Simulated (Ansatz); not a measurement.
**C2H7ClFN2Ta: vertical ionisation energy**

How much energy removes an electron from C2H7ClFN2Ta at fixed geometry? The cation is run at each level and the neutral's energy taken from earlier runs.

The runs use Ansatz 0.2.0, Gaussian basis; unrestricted cation, the program's frozen cores in correlated methods.

Plan: UKS PBE-D4/def2-TZVPP; UKS r2SCAN-D4/def2-TZVPP; UKS PBE0-D4/def2-TZVPP; UKS B3LYP-D4/def2-TZVPP; UKS wB97X-V/def2-TZVPP; UKS wB97M-V/def2-TZVPP; UKS B2PLYP/def2-TZVPP; UHF-CCSD(T)/def2-TZVPP; UHF-MP2/def2-QZVPP; extrapolation to the limit; then −ε(HOMO) from the neutral's earlier runs with LDA (SPW92), PBE-D4, revPBE-D4, BLYP-D4, r2SCAN-D4, B97M-V, PBE0-D4, B3LYP-D4, r2SCANh-D4, r2SCAN0-D4, HSE06-D4, BHLYP-D4, CAM-B3LYP-D4, LC-ωPBE, ωB97X-V, ωB97M-V.

## Step 1: The relaxed structure

The geometry comes from an earlier relaxation with PBE0-D4 in a triple-zeta def2 set; it is a stationary point, not always the lowest conformer. Ta takes the def2 core potential; no spin-orbit term is included.

SMILES `C[N](C)[Ta](=[NH])([F])[Cl]`, 14 atoms, charge 0, spin multiplicity 1.

Atoms are counted from 1 here; the program's logs count them from 0.

Bond lengths: C1–N2 1.455 Å, C1–H8 1.097 Å, C1–H9 1.096 Å, C1–H10 1.096 Å, N2–C3 1.446 Å, N2–Ta4 1.956 Å, C3–H11 1.088 Å, C3–H12 1.097 Å, C3–H13 1.097 Å, Ta4–N5 1.761 Å, Ta4–F6 1.893 Å, Ta4–Cl7 2.327 Å, N5–H14 1.006 Å. Angles: N2–C1–H8 111.4°, N2–C1–H9 110.9°, N2–C1–H10 111.0°, H8–C1–H9 107.2°, H8–C1–H10 107.5°, H9–C1–H10 108.7°, C1–N2–C3 112.5°, C1–N2–Ta4 115.9°, C3–N2–Ta4 131.6°, N2–C3–H11 109.9°, N2–C3–H12 110.6°, N2–C3–H13 110.7°, H11–C3–H12 108.8°, H11–C3–H13 108.9°, H12–C3–H13 107.7°, N2–Ta4–N5 103.9°, N2–Ta4–F6 108.8°, N2–Ta4–Cl7 108.8° and more.

Geometry (Å):

```xyz
14
C2H7ClFN2Ta
C     0.35662   -1.57743    0.53974
N     0.08971   -0.31150   -0.12698
C     0.29723   -0.38452   -1.55627
Ta   -0.48447    1.15805    1.02932
N    -0.77653    2.48780   -0.08767
F    -2.06138    0.63969    1.93978
Cl    1.23438    1.66083    2.51574
H     0.18593   -1.50365    1.62052
H     1.39943   -1.88327    0.39594
H    -0.29789   -2.36883    0.15644
H     0.07928    0.57873   -2.01263
H     1.33567   -0.65668   -1.78300
H    -0.35332   -1.14596   -2.00473
H    -1.00465    3.30674   -0.62618
```

## Step 2: Cation, UKS PBE-D4/def2-TZVPP

The input, in.yaml:

```yaml
crystal:
  periodic: [false, false, false]
  atoms:
    - {symbol: C, position_ang: [0.356621, -1.577428, 0.539736]}
    - {symbol: N, position_ang: [0.089711, -0.311495, -0.126982]}
    - {symbol: C, position_ang: [0.297228, -0.384523, -1.556265]}
    - {symbol: Ta, position_ang: [-0.484469, 1.158048, 1.029323]}
    - {symbol: N, position_ang: [-0.776529, 2.487799, -0.087668]}
    - {symbol: F, position_ang: [-2.061383, 0.639686, 1.939776]}
    - {symbol: Cl, position_ang: [1.234384, 1.660831, 2.515744]}
    - {symbol: H, position_ang: [0.185932, -1.503650, 1.620518]}
    - {symbol: H, position_ang: [1.399433, -1.883273, 0.395945]}
    - {symbol: H, position_ang: [-0.297887, -2.368827, 0.156437]}
    - {symbol: H, position_ang: [0.079278, 0.578729, -2.012632]}
    - {symbol: H, position_ang: [1.335667, -0.656681, -1.782995]}
    - {symbol: H, position_ang: [-0.353322, -1.145965, -2.004734]}
    - {symbol: H, position_ang: [-1.004652, 3.306737, -0.626183]}
basis:
  gaussian: {orbitals: def2-TZVPP}
total_charge: 1
magnetization: {spin_polarized: true, initial_magnetization: 1}
hamiltonian: {xc: pbe, dispersion: d4}
```

Further steps of the session: Cation, UKS r2SCAN-D4/def2-TZVPP; Cation, UKS PBE0-D4/def2-TZVPP; Cation, UKS B3LYP-D4/def2-TZVPP; Cation, UKS wB97X-V/def2-TZVPP; Cation, UKS wB97M-V/def2-TZVPP; Cation, UKS B2PLYP (frozen core)/def2-TZVPP; Cation, UHF-CCSD(T)/def2-TZVPP; Cation, UHF-MP2/def2-QZVPP.

Before running them: what should the planned runs give, taken together? Wanted: ionisation energy, CCSD(T)/CBS; nearest functional by difference; nearest −ε(HOMO); −ε(HOMO) of PBE; T1 of the cation.

As calculated:

| quantity | value |
| --- | --- |
| ionisation energy, CCSD(T)/CBS | 9.39 eV |
| nearest functional by difference | ωB97X-V (-0.20 eV) |
| nearest −ε(HOMO) | ωB97M-V (+0.21 eV) |
| −ε(HOMO) of PBE | 6.08 eV |
| T1 of the cation | 0.022 |

In words: Energy differences with functionals land within 0.57 eV of the reference. −ε(HOMO) of PBE misses by 3.3 eV, since self-interaction lifts the level. Among orbital estimates ωB97M-V comes nearest. Hartree-Fock falls 1.32 eV short, as the neutral has more correlation energy than the cation. Correlated methods include outer-core shells of Ta, which these sets cover unevenly.
